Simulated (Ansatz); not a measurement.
# NbTe (zincblende type): the cost of one run

Method: DFT LDA, with the methods named in each step, in Ansatz 0.2.0.

1 further run of the same task is left out (it didn't finish). Runs told in other sessions of the task aren't counted.

## Step 1: The starting structure

Symmetry: F-43m, No. 216, cubic system. The conventional cell has a = 6.161 Å, b = 6.161 Å, c = 6.161 Å, α = 90.00°, β = 90.00°, γ = 90.00°. Nb (site symmetry -43m) has 4 Te at 2.67 Å in its first shell of neighbours. Te (site symmetry -43m) has 4 Nb at 2.67 Å in its first shell of neighbours.

Coordinates:

```
Nb Te
1.0
     0.00000    3.08030    3.08030
     3.08030    0.00000    3.08030
     3.08030    3.08030    0.00000
Nb Te
1 1
Direct
  0.00000 0.00000 0.00000
  0.25000 0.25000 0.25000
```

Whether this phase is the stable one at these pressures isn't tested.

Atoms are numbered in the order of the input: Nb1, Te2.

## Step 2: The reference volume, LAPW

Input file input.yaml:

```yaml
crystal:
  lattice:
    - [0.0, 3.0803032375, 3.0803032375]
    - [3.0803032375, 0.0, 3.0803032375]
    - [3.0803032375, 3.0803032375, 0.0]
  atoms:
    - { symbol: Nb, position: [0.0, 0.0, 0.0] }
    - { symbol: Te, position: [0.25, 0.25, 0.25] }
kpoints:
  mp_grid: { grid: [12, 12, 12] }
  band_path:
    path:
      - [0.0, 0.0, 0.0]
      - [-0.5, -0.5, 0.0]
      - [-0.375, -0.375, 0.25]
      - [-0.375, 0.0, 0.375]
      - [0.0, 0.0, 0.0]
      - [0.0, 0.0, 0.5]
      - [-0.5, -0.25, 0.25]
      - [-0.5, -0.5, 0.0]
    npoints: 14
scf:
  occupations: { method: fermi_dirac, width: 0.1 }
hamiltonian:
  xc: lda
  pseudopotentials: { kind: all_electron, lapw: { basis_error: 0.001 } }
output:
  forces: true
  stress: true
  eigenvalues: true
  populations: true
  dos: { projected: true, de: 0.2, e_range: [-14, 8] }
```

Launch:

```bash
$ ansatz run input.yaml --threads 1 --pin off --max-ram 2048MiB --backend cpu --events-out ev --progress --plain --runs-dir out
```

What time and memory should one allow on 1 thread of Arm Neoverse V1, shared host?

About 82 s, with a peak of 0.44 GiB.
